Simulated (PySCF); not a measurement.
# TlSi (quartet): changing the method

Starting from one script, swap the method and compare what comes out for TlSi (quartet).

The runs use PySCF 2.14.0; each script names its method and basis.

2 further runs of the same task are left out: 2 that didn't finish.

### Step 1. The starting structure

TlSi (quartet): 2 atoms, charge 0, spin multiplicity 4.

Bond lengths: Tl1–Si2 2.672 Å.

### Step 2. The run that the others are compared with

input.py

```python
from pyscf import gto, dft

mol = gto.M(
    atom='Tl 0 0 0; Si 0 0 2.672',
    basis='lanl2dz',
    ecp={'Tl': 'lanl2dz', 'Si': 'lanl2dz'},
    charge=0,
    spin=3,
    verbose=4,
)
mf = dft.UKS(mol, xc='scan')
mf.kernel()
g = mf.nuc_grad_method()
g.grid_response = True
g.kernel()
mf.dip_moment()
print('orbital energies (hartree):', [e[max(0, n-3):n+3].round(4) for e, n in zip(mf.mo_energy, mol.nelec)])
```

The run is started by

```bash
$ OMP_NUM_THREADS=1 python input.py
```

The log of this run is left out.

Base result: E(SCF) = -55.308155 Eh, 12 cycles, ⟨S²⟩ = 3.751, μ = 3.81 D, gradient on the second atom -0.0210 Eh/bohr.

The bond length is a typed value, not an optimised one. The quartet is typed in the script; nothing here shows that it is the ground state.

### Step 3. Wb97

Run 1 changes functional: scan → wb97.

input.py

```python
from pyscf import gto, dft

mol = gto.M(
    atom='Tl 0 0 0; Si 0 0 2.672',
    basis='lanl2dz',
    ecp={'Tl': 'lanl2dz', 'Si': 'lanl2dz'},
    charge=0,
    spin=3,
    verbose=4,
)
mf = dft.UKS(mol, xc='wb97')
mf.kernel()
g = mf.nuc_grad_method()
g.grid_response = True
g.kernel()
mf.dip_moment()
print('orbital energies (hartree):', [e[max(0, n-3):n+3].round(4) for e, n in zip(mf.mo_energy, mol.nelec)])
```

The run is started by

```bash
$ OMP_NUM_THREADS=1 python input.py
```

### Step 4. Tpss

Run 2 changes functional: scan → tpss.

Edit input.py of step 2 so:

```diff
@@ -10,3 +10,3 @@
 )
-mf = dft.UKS(mol, xc='scan')
+mf = dft.UKS(mol, xc='tpss')
 mf.kernel()
```

### Step 5. MP2 (UHF)

Run 3 changes step after the SCF: gradient → mp2; SCF type: UKS → UHF; functional: scan → none (Hartree–Fock).

Edit input.py of step 2 so:

```diff
@@ -1,2 +1,2 @@
-from pyscf import gto, dft
+from pyscf import gto, scf, mp
 
@@ -10,7 +10,5 @@
 )
-mf = dft.UKS(mol, xc='scan')
+mf = scf.UHF(mol)
 mf.kernel()
-g = mf.nuc_grad_method()
-g.grid_response = True
-g.kernel()
+mp.MP2(mf).kernel()
 mf.dip_moment()
```

### Step 6. RKS

Run 4 changes SCF type: UKS → RKS.

input.py

```python
from pyscf import gto, dft

mol = gto.M(
    atom='Tl 0 0 0; Si 0 0 2.672',
    basis='lanl2dz',
    ecp={'Tl': 'lanl2dz', 'Si': 'lanl2dz'},
    charge=0,
    spin=3,
    verbose=4,
)
mf = dft.RKS(mol, xc='scan')
mf.kernel()
g = mf.nuc_grad_method()
g.grid_response = True
g.kernel()
mf.dip_moment()
print('orbital energies (hartree):', mf.mo_energy[..., max(0, mol.nelec[1]-3):mol.nelec[0]+3].round(4))
```

### Step 7. Geometry optimisation

Run 5 changes step after the SCF: gradient → optimize.

Edit input.py of step 2 so:

```diff
@@ -1,2 +1,3 @@
 from pyscf import gto, dft
+from pyscf.geomopt.geometric_solver import optimize
 
@@ -14,4 +15,5 @@
 g.grid_response = True
-g.kernel()
-mf.dip_moment()
+mol_eq = optimize(g.as_scanner(), maxsteps=30)
+print('optimised geometry (angstrom)')
+print(mol_eq.tostring('raw'))
 print('orbital energies (hartree):', [e[max(0, n-3):n+3].round(4) for e, n in zip(mf.mo_energy, mol.nelec)])
```

Q: Predict the outcome of this session. Wanted: for each run, E(SCF); from base; gap, α spin; SCF dipole; after the SCF.

The runs gave:

```tsv
run	E(SCF) (hartree)	from base (eV)	cycles	gap, α spin (eV)	SCF dipole (D)	after the SCF
base	-55.308155	0	12	2.75	3.81	n/a
wb97	-55.456327	not comparable	13	7.46	4.45	n/a
tpss	-55.545139	not comparable	13	2.59	3.90	n/a
MP2 (UHF)	-53.859001	not comparable	14	7.88	4.06	MP2 correlation -2.868 eV
RKS	-55.307896	+0.0071	12	n/a	3.81	n/a
geometry optimisation	-55.308155	0.0000	12	2.75	n/a	bond 2.872 Å, -0.097 eV
```

SCF columns refer to the geometry typed in the script.

**Reading.** A lower total energy from another functional means nothing by itself. The dearest run is “geometry optimisation”, at 10 s against 3.2 s.
